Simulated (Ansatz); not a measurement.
# WC: the cost of one run

Method: DFT r²SCAN, scalar-relativistic, plane waves, PAW, in Ansatz 0.2.0.

**1. The starting structure**

Symmetry: P-6m2, No. 187, hexagonal system. Conventional cell: a = 2.912 Å, b = 2.912 Å, c = 2.837 Å, α = 90.00°, β = 90.00°, γ = 120.00°. Around W (site symmetry -6m2) lie 6 C at 2.20 Å. C (site symmetry -6m2) has 6 W at 2.20 Å in its first shell of neighbours.

Coordinates:

```xyz
2
Lattice="2.9119 0.0000 0.0000 -1.4559 2.5218 0.0000 0.0000 0.0000 2.8369" Properties=species:S:1:pos:R:3 pbc="T T T"
W     0.0000    0.0000    0.0000
C     1.4559    0.8406    1.4185
```

An earlier run at r²SCAN left this cell at 10.416 Å³/atom and 0.01 GPa (14×14×12 mesh).

The changes: atom 1 (W) moved 0.02 Å along y; strain e4 = +0.03, atoms carried along; all atoms moved at random (σ = 0.1 Å), cell strained at random (1 %).

**2. Atom 1 (W) moved 0.02 Å along y**

File input.yaml:

```yaml
crystal:
  lattice:
    - [2.9118677777, 0.0, 0.0]
    - [-1.4559338889, 2.521751468, 0.0]
    - [0.0, 0.0, 2.8369414953]
  atoms:
    - { symbol: W, position: [0.0039654978, 0.0079309957, 0.0] }
    - { symbol: C, position: [0.6666666667, 0.3333333333, 0.5] }
basis:
  ecutwfc: 500
  ecutrho_ratio: 4
kpoints:
  mp_grid: { grid: [14, 14, 12] }
hamiltonian:
  xc: r2scan
scf:
  occupations: { method: gaussian, width: 0.05 }
output:
  forces: true
  stress: true
  eigenvalues: true
  write_density: true
  write_potential: true
  elf: true
  volumetric_format: npy
```

Started as:

```console
$ ansatz run input.yaml --threads 4 --pin off --max-ram 7168MiB --backend cpu --events-out ev --progress --plain --runs-dir out
```

Q: Estimate wall time and peak memory on 4 threads of Arm Neoverse V1, shared host.

About 7.8 s, with a peak of 0.52 GiB.
